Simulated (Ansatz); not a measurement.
# O3Si3: the cost of one run

Computed with Ansatz 0.2.0 (the levels named in each step, unless a step's input says otherwise).

## Step 1: The structure to begin with

Bond lengths: O1–Si2 1.643 Å, Si2–O3 1.644 Å, O3–Si4 1.643 Å, Si4–O5 1.644 Å, O1–Si6 1.644 Å, O5–Si6 1.643 Å. Angles: O1–Si2–O3 102.8°, Si2–O1–Si6 137.2°, Si2–O3–Si4 137.2°, O3–Si4–O5 102.8°, Si4–O5–Si6 137.2°, O1–Si6–O5 102.8°.

Coordinates:

```xyz
6

O     0.9679   -0.9875    0.5354
Si   -0.5754   -1.5402    0.6480
O    -1.4511   -0.3048    0.0081
Si   -1.1537    1.1749   -0.6417
O     0.4835    1.2907   -0.5467
Si    1.7291    0.3654   -0.0060
```

## Step 2: A rough first relaxation, PBE-D4/def2-SVP

input.yaml

```yaml
crystal:
  periodic: [false, false, false]
  atoms:
    - { symbol: O, position_ang: [0.9679, -0.98749, 0.53544] }
    - { symbol: Si, position_ang: [-0.57544, -1.54019, 0.64798] }
    - { symbol: O, position_ang: [-1.4511, -0.30481, 0.00813] }
    - { symbol: Si, position_ang: [-1.15365, 1.17494, -0.64173] }
    - { symbol: O, position_ang: [0.48351, 1.29074, -0.54667] }
    - { symbol: Si, position_ang: [1.72906, 0.36537, -0.006] }
basis:
  gaussian: { orbitals: def2-SVP }
hamiltonian:
  xc: pbe
  dispersion: d4
relax:
  f_tol: 0.03
  max_steps: 200
```

Run with:

```sh
$ ansatz run input.yaml --threads 4 --pin off --max-ram 10240MiB --backend cpu --events-out ev --progress --plain --runs-dir out
```

**Question.** How long does this run take on 4 threads of Intel Xeon at 2.70GHz, shared host, and how much memory does it need?

About 7.4 s, with a peak of 0.15 GiB.
